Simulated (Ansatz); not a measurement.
# MgScAlO4: further runs on the relaxed cell

One table from this session's results is given with a row withheld; the runs are named, their logs left out.

Program: Ansatz 0.2.0. Level of theory: DFT r2SCAN, scalar-relativistic, plane waves, PAW. These are calculated values, not measurements.

## The structure to begin with

The structure is trigonal, space group R3m (No. 160). Conventional cell: a = 3.240 Å, b = 3.240 Å, c = 24.819 Å, α = 90.00°, β = 90.00°, γ = 120.00°. Mg (site symmetry 3m) is surrounded by 4 O at 1.95 to 1.98 Å. Sc (site symmetry 3m) has 6 O at 2.13 Å as nearest neighbours. Around Al (site symmetry 3m) lie 5 O at 1.85 to 1.87 Å. O (site symmetry 3m) is surrounded by 3 Al at 1.87 Å. Around O (site symmetry 3m) lie 1 Al at 1.86 Å and 3 Mg at 1.95 Å. O (site symmetry 3m) is surrounded by 1 Mg at 1.98 Å and 3 Sc at 2.13 Å. O (site symmetry 3m) has 1 Al at 1.85 Å and 3 Sc at 2.13 Å as nearest neighbours.

Coordinates:

```xyz
7
Lattice="1.6201 0.9354 8.2729 -1.6201 0.9354 8.2729 0.0000 -1.8708 8.2729" Properties=species:S:1:pos:R:3 pbc="T T T"
Mg    0.0000    0.0000   19.4337
Sc    0.0000    0.0000   24.7082
Al    0.0000    0.0000    5.2903
O     0.0000    0.0000   21.8151
O     0.0000    0.0000    3.4257
O     0.0000    0.0000   17.4558
O     0.0000    0.0000    7.1379
```

It goes back to an entry of the Materials Project, which need not be the stable form.

It is the result of an earlier relaxation at this level (volume 10.75 Å³/atom; gap on the mesh: 5.11 eV).

Set-up of the first run:

File input.yaml:

```yaml
crystal:
  lattice:
    - [1.6037657046, 0.9259345613, 8.189289235]
    - [-1.6037657046, 0.9259345613, 8.189289235]
    - [0.0, -1.8518691226, 8.189289235]
  atoms:
    - { symbol: Mg, position: [0.7830290208, 0.7830290208, 0.7830290208] }
    - { symbol: Sc, position: [0.9955539279, 0.9955539279, 0.9955539279] }
    - { symbol: Al, position: [0.2131574845, 0.2131574845, 0.2131574845] }
    - { symbol: O, position: [0.8789840998, 0.8789840998, 0.8789840998] }
    - { symbol: O, position: [0.1380313697, 0.1380313697, 0.1380313697] }
    - { symbol: O, position: [0.7033356813, 0.7033356813, 0.7033356813] }
    - { symbol: O, position: [0.287605076, 0.287605076, 0.287605076] }
basis:
  ecutwfc: 500
kpoints:
  mp_grid: { grid: [9, 9, 9] }
hamiltonian:
  xc: r2scan
scf:
  occupations: { method: gaussian, width: 0.02 }
output:
  forces: true
  stress: true
  eigenvalues: true
relax:
  adjacent_minimum: "off"
  f_tol: 0.01
  max_steps: 30
  cell: { stress_tol: 0.1, fix: [volume] }
```

On the command line:

```bash
ansatz run input.yaml --threads 4 --pin off --max-ram 10240MiB --backend cpu --events-out ev --progress --plain --runs-dir out
```

Among the steps run: Point at V/V0 = 0.97; Point at V/V0 = 1.03; Volume × 0.94; Volume × 1.06; Point at V/V0 = 0.91; The cell scaled to 1.10 of its volume; The cell scaled to 0.88 of its volume.

One table of the session follows, with a row left open; its other results are not shown here.

It belongs to the step «Equation of state». 

| volume (Å³/atom) | energy above the lowest point (meV/atom) | pressure (GPa) | gap on the mesh (eV) |
| --- | --- | --- | --- |
| 9.457 | 107.7 | 29.76 | 5.53 |
| 9.779 | ? | ? | ? |
| 10.101 | 24.2 | 12.63 | 5.32 |
| 10.424 | 5.7 | 5.85 | 5.21 |
| 10.746 | 0.0 | 0.01 | 5.11 |
| 11.068 | 5.1 | -4.99 | 4.92 |
| 11.391 | 19.6 | -9.29 | 4.72 |
| 11.821 | 51.2 | -14.06 | 4.46 |

**Question.** Estimate the row for volume (Å³/atom) = 9.779.

Worked estimate for «energy above the lowest point (meV/atom)». A straight line through the neighbours (9.457, 107.7) and (10.101, 24.2) gives 107.7 + (24.2 − 107.7) × (9.779 − 9.457) / (10.101 − 9.457) = 66.0; a parabola fitted to 3 rows on both sides gives 58.2.

The run gave: energy above the lowest point (meV/atom): 57.3; pressure (GPa): 20.54; gap on the mesh (eV): 5.42. In «energy above the lowest point (meV/atom)» the line misses by +8.7 and the parabola by +0.9.
